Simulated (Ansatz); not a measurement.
What does this script print? It uses Ansatz 0.2.0, Python API.

Script `mass.py`:
```python
"""Band curvature masses of CsCaBr3."""

import logging
import sys

import ansatz as az
import numpy as np

logging.basicConfig(stream=sys.stdout, format="%(levelname)s %(message)s")
logger = logging.getLogger("ansatz_job")
logger.setLevel(logging.INFO)

FUNCTIONAL = "lda"
KMESH = (3, 3, 3)
OCCUPATIONS = "fixed"

lattice = az.Lattice.of(
    (5.708666, 0.0, 0.0),
    (0.0, 5.708666, 0.0),
    (0.0, 0.0, 5.708666),
)
sites = [
    ("Cs", (0.0, 0.0, 0.0)),
    ("Ca", (0.5, 0.5, 0.5)),
    ("Br", (0.5, 0.0, 0.5)),
    ("Br", (0.0, 0.5, 0.5)),
    ("Br", (0.5, 0.5, 0.0)),
]
structure = az.Crystal(lattice=lattice)
for symbol, position in sites:
    structure = structure.atom(symbol, position)

calculation = (
    structure.calculation()
    .functional(FUNCTIONAL)
    .kpoints(mesh=KMESH)
    .occupations(OCCUPATIONS)
)
# find the band extrema among the mesh points first
out = calculation.band_table().run()
data = out.report
levels = np.array(data["eigenvalues_ev"])
filled = round(data["n_electrons"] / 2)
edges = {"top filled band": (filled - 1, levels[:, filled - 1].argmax()), "lowest empty band": (filled, levels[:, filled].argmin())}
gap = levels[:, filled].min() - levels[:, filled - 1].max()
logger.info(f"gap on the mesh {gap:.3f} eV")
if gap <= 0.05:
    logger.info("no gap: band-edge masses have no meaning here")
    edges = {}
reciprocal = 2 * np.pi * np.linalg.inv(out.lattice.cell_ang).T
step = 0.04  # 1/A

# second differences give the curvature tensor; masses are hbar^2/m_e = 7.61996 eV A^2 over its eigenvalues
# a slope that is not zero means that the extremum lies off this mesh point
pairs = [(0, 1), (0, 2), (1, 2)]
moves = [sign * axis for axis in np.eye(3) for sign in (-1, 1)]
moves += [s1 * np.eye(3)[i] + s2 * np.eye(3)[j] for i, j in pairs for s1 in (1, -1) for s2 in (1, -1)]
for name, (band, index) in edges.items():
    together = int(np.sum(np.abs(levels[index] - levels[index, band]) < 2e-3))
    print(name, "at k =", np.round(data["kpoints_frac"][index], 4), f"E = {levels[index, band]:.4f} eV, degeneracy {together}")
    centre = np.array(data["kpoints_frac"][index]) @ reciprocal
    points = [centre] + [centre + step * move for move in moves]
    table = calculation.band_structure(points, intervals=1, cartesian=True).run().band_structure().channels[0].eigenvalues_ev
    if together > 1:
        level = np.flatnonzero(np.abs(levels[index] - levels[index, band]) < 2e-3)
        along = (table[1, level] + table[2, level] - 2 * table[0, level]) / step ** 2
        print("  degenerate level, no single mass tensor; masses of its branches along x:", np.round(7.61996 / along, 3), "m_e")
        continue
    e = table[:, band]
    hessian = np.diag((e[1:7:2] + e[2:7:2] - 2 * e[0]) / step ** 2)
    for (i, j), (pp, pm, mp, mm) in zip(pairs, e[7:].reshape(3, 4)):
        hessian[i, j] = hessian[j, i] = (pp - pm - mp + mm) / (4 * step ** 2)
    curvatures, axes = np.linalg.eigh(hessian)
    slope = (e[2:7:2] - e[1:7:2]) / (2 * step)
    print("  slope (eV A):", np.round(slope, 3) + 0.0, "" if np.abs(slope).max() < 0.05 else "- no extremum here, so these are local curvatures and no band-edge masses")
    for curvature, axis in zip(curvatures, axes.T):
        print(f"  principal mass {7.61996 / curvature:8.3f} m_e along", np.round(axis, 2) + 0.0)
```

Output of `python mass.py`:
```text
DeckWarning: basis.ecutwfc = 420 eV, auto-derived from the records' recommended cutoffs: set by Cs (normal level)
INFO gap on the mesh 4.237 eV
top filled band at k = [0.3333 0.3333 0.3333] E = 1.8018 eV, degeneracy 1
  slope (eV A): [0.482 0.482 0.482] - no extremum here, so these are local curvatures and no band-edge masses
  principal mass   -7.681 m_e along [-0.58 -0.58 -0.58]
  principal mass    1.846 m_e along [ 0.33  0.48 -0.81]
  principal mass    1.846 m_e along [ 0.75 -0.66 -0.09]
lowest empty band at k = [0. 0. 0.] E = 6.0387 eV, degeneracy 1
  slope (eV A): [0. 0. 0.]
  principal mass    0.320 m_e along [0.01 1.   0.04]
  principal mass    0.320 m_e along [-0.02 -0.04  1.  ]
  principal mass    0.320 m_e along [-1.    0.01 -0.02]
```
(Warnings from the package without file and line.)

Along an axis with an odd division the mesh misses the point at one half; a gap read on a finite mesh is an upper bound on this functional's gap. Semilocal gaps usually lie well under measured ones. The computed bands are complete only to about 4.7 eV above the Fermi level. The structure comes from a database of computed cells and needn't be a stable or known phase. Levels are Kohn-Sham eigenvalues on this mesh, without spin-orbit coupling. The masses are finite-difference curvatures at extrema found on a coarse mesh, which needn't be the true band edges; a step that is long against the gap makes them too heavy. Negative values are curvatures of valence bands (the hole mass is their size). Spin-orbit coupling is left out, and light masses scale with the Kohn-Sham gap. It ran for 9.2 s on 1 thread of Arm Neoverse V1, with other jobs on the host, peak memory 0.43 GiB.
